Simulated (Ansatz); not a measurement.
# Ge16P: the cost of one run

All numbers below are computed with Ansatz 0.2.0 (DFT PBE, plane waves, PAW, scalar-relativistic, no spin polarisation).

## 1. The structure to begin with

The cell holds 17 atoms (Ge16P): a = 8.004 Å, b = 8.004 Å, c = 8.004 Å, α = 60.00°, β = 60.00°, γ = 60.00°.

Its coordinates follow in the input file.

## 2. Relaxing the start

Contents of input.yaml:

```yaml
accuracy: low
crystal:
  lattice:
    - [0.0, 5.66, 5.66]
    - [5.66, 0.0, 5.66]
    - [5.66, 5.66, 0.0]
  atoms:
    - { symbol: Ge, position: [0.0, 0.0, 0.0] }
    - { symbol: Ge, position: [0.125, 0.125, 0.125] }
    - { symbol: Ge, position: [0.0, 0.0, 0.5] }
    - { symbol: Ge, position: [0.125, 0.125, 0.625] }
    - { symbol: Ge, position: [0.0, 0.5, 0.0] }
    - { symbol: Ge, position: [0.125, 0.625, 0.125] }
    - { symbol: Ge, position: [0.0, 0.5, 0.5] }
    - { symbol: Ge, position: [0.125, 0.625, 0.625] }
    - { symbol: Ge, position: [0.5, 0.0, 0.0] }
    - { symbol: Ge, position: [0.625, 0.125, 0.125] }
    - { symbol: Ge, position: [0.5, 0.0, 0.5] }
    - { symbol: Ge, position: [0.625, 0.125, 0.625] }
    - { symbol: Ge, position: [0.5, 0.5, 0.0] }
    - { symbol: Ge, position: [0.625, 0.625, 0.125] }
    - { symbol: Ge, position: [0.5, 0.5, 0.5] }
    - { symbol: Ge, position: [0.625, 0.625, 0.625] }
    - { symbol: P, position: [0.2459636, 0.2507283, 0.7536047] }
basis:
  ecutwfc: 420.0
kpoints:
  mp_grid: { grid: [2, 2, 2] }
hamiltonian:
  xc: pbe
  pseudopotentials: { kind: paw, azcp: { folder: soft_1 } }
scf:
  occupations: { method: fermi_dirac, width: 0.05 }
  lower_state_search: "off"
relax:
  f_tol: 0.08
  max_steps: 25
  adjacent_minimum: "off"
```

On the command line:

```sh
$ ansatz run input.yaml --threads 2 --pin off --max-ram 5120MiB --backend cpu --events-out ev --progress --plain --runs-dir out
```

**Question.** How long does this run take on 2 threads of Arm Neoverse V1, shared host, and how much memory does it need?

About 30 s, with a peak of 0.99 GiB.
